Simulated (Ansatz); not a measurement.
# Be24H: the cost of one run

Method: DFT PBE, scalar-relativistic, plane waves, PAW, in Ansatz 0.2.0.

The COD cell was measured well above room temperature, so it is larger than a cold one.

6 further runs of the same task are left out: 6 set aside as unsound or not needed. Runs told in other sessions of the task aren't counted.

### Step 1. Starting point

It takes space group Pmm2 (No. 25, orthorhombic). Conventional cell: a = 4.525 Å, b = 7.134 Å, c = 19.869 Å, α = 90.00°, β = 90.00°, γ = 90.00°. Be (site symmetry m) has 8 Be at 2.21 to 2.26 Å in its first shell of neighbours. Around Be (site symmetry m) lie 10 Be at 2.16 to 2.26 Å. Be (site symmetry 1) is surrounded by 12 Be at 2.18 to 2.28 Å. Be (site symmetry mm2) is surrounded by 12 Be at 2.16 to 2.29 Å. Only part of the 14 independent sites is listed.

As a file:

```
CELL_PARAMETERS angstrom
4.52544 0.00000 0.00000
0.00000 7.13362 0.00000
0.00000 0.00000 19.86855
ATOMIC_POSITIONS crystal
Be 0.00000 0.37500 0.20132
Be 0.00000 0.87500 0.20132
Be 0.50000 0.37500 0.20132
Be 0.50000 0.87500 0.20132
Be 0.25000 0.12500 0.23420
Be 0.25000 0.62500 0.23420
Be 0.75000 0.12500 0.23420
Be 0.75000 0.62500 0.23420
Be 0.25000 0.37500 0.29995
Be 0.25000 0.87500 0.29995
Be 0.75000 0.37500 0.29995
Be 0.75000 0.87500 0.29995
Be 0.00000 0.12500 0.32684
Be 0.00000 0.62500 0.32684
Be 0.50000 0.12500 0.32684
Be 0.50000 0.62500 0.32684
Be 0.00000 0.37500 0.39931
Be 0.00000 0.87500 0.39931
Be 0.50000 0.37500 0.39931
Be 0.50000 0.87500 0.39931
Be 0.25000 0.12500 0.42120
Be 0.25000 0.62500 0.42120
Be 0.75000 0.12500 0.42120
Be 0.75000 0.62500 0.42120
H 0.50000 0.12500 0.45724
```

This is the geometry of the first run shown, built on a cell relaxed beforehand with the same method.

### Step 2. The scan

Atoms count from 1 in the order of the input.

H is moved over the surface cell; relaxed at each place: the height of the adsorbate's atoms; substrate rigid; the origin of the map has the adsorbate above Be21.

First coordinate, position of H25 along the first surface vector, from above Be21: 6 values from 0.000 to 0.833, periodic. Second coordinate, position of H25 along the second surface vector, from above Be21: 8 values from 0.000 to 0.875, periodic.

Relaxed at each point: the height of the adsorbate's atoms; substrate rigid. Points are written as (first, second).

The two vectors of the plane (Å): (2.263, 0.000, 0.000); (0.000, 3.567, 0.000).

### Step 3. The run at (3/6, 0/8) of the map's two axes

input.yaml reads:

```yaml
crystal:
  lattice:
    - [4.5254381414, 0.0, 0.0]
    - [0.0, 7.1336190818, 0.0]
    - [0.0, 0.0, 19.8685529777]
  atoms:
    - { symbol: Be, position: [0.0, 0.375, 0.2013231665] }
    - { symbol: Be, position: [0.0, 0.875, 0.2013231665] }
    - { symbol: Be, position: [0.5, 0.375, 0.2013231665] }
    - { symbol: Be, position: [0.5, 0.875, 0.2013231665] }
    - { symbol: Be, position: [0.25, 0.125, 0.2341987732] }
    - { symbol: Be, position: [0.25, 0.625, 0.2341987732] }
    - { symbol: Be, position: [0.75, 0.125, 0.2341987732] }
    - { symbol: Be, position: [0.75, 0.625, 0.2341987732] }
    - { symbol: Be, position: [0.25, 0.375, 0.2999499865] }
    - { symbol: Be, position: [0.25, 0.875, 0.2999499865] }
    - { symbol: Be, position: [0.75, 0.375, 0.2999499865] }
    - { symbol: Be, position: [0.75, 0.875, 0.2999499865] }
    - { symbol: Be, position: [0.0, 0.125, 0.3268353583] }
    - { symbol: Be, position: [0.0, 0.625, 0.3268353583] }
    - { symbol: Be, position: [0.5, 0.125, 0.3268353583] }
    - { symbol: Be, position: [0.5, 0.625, 0.3268353583] }
    - { symbol: Be, position: [0.0, 0.375, 0.3993099146] }
    - { symbol: Be, position: [0.0, 0.875, 0.3993099146] }
    - { symbol: Be, position: [0.5, 0.375, 0.3993099146] }
    - { symbol: Be, position: [0.5, 0.875, 0.3993099146] }
    - { symbol: Be, position: [0.25, 0.125, 0.4211958962] }
    - { symbol: Be, position: [0.25, 0.625, 0.4211958962] }
    - { symbol: Be, position: [0.75, 0.125, 0.4211958962] }
    - { symbol: Be, position: [0.75, 0.625, 0.4211958962] }
    - { symbol: H, position: [0.5, 0.125, 0.4572382865] }
basis:
  ecutwfc: 420
kpoints:
  mp_grid: { grid: [6, 4, 1] }
hamiltonian:
  xc: pbe
scf:
  occupations: { method: gaussian, width: 0.1 }
output:
  forces: true
  eigenvalues: true
relax:
  adjacent_minimum: "off"
  f_tol: 0.025
  max_steps: 16
  constraints:
    - { sites: [0, 1, 2, 3, 4, 5, 6, 7, 8, 9, 10, 11, 12, 13, 14, 15, 16, 17, 18, 19, 20, 21, 22, 23] }
    - { sites: [24], fix: xy }
efield:
  axis: 3
  dipole_correction: true
  ramp_width: 0.04
```

On the command line:

```
$ ansatz run input.yaml --threads 4 --pin off --max-ram 12288MiB --backend cpu --events-out ev --progress --plain --runs-dir out
```

**Question.** How long does this run take on 4 threads of Arm Neoverse N1, shared host, and how much memory does it need?

About 63 s, with a peak of 1.1 GiB.
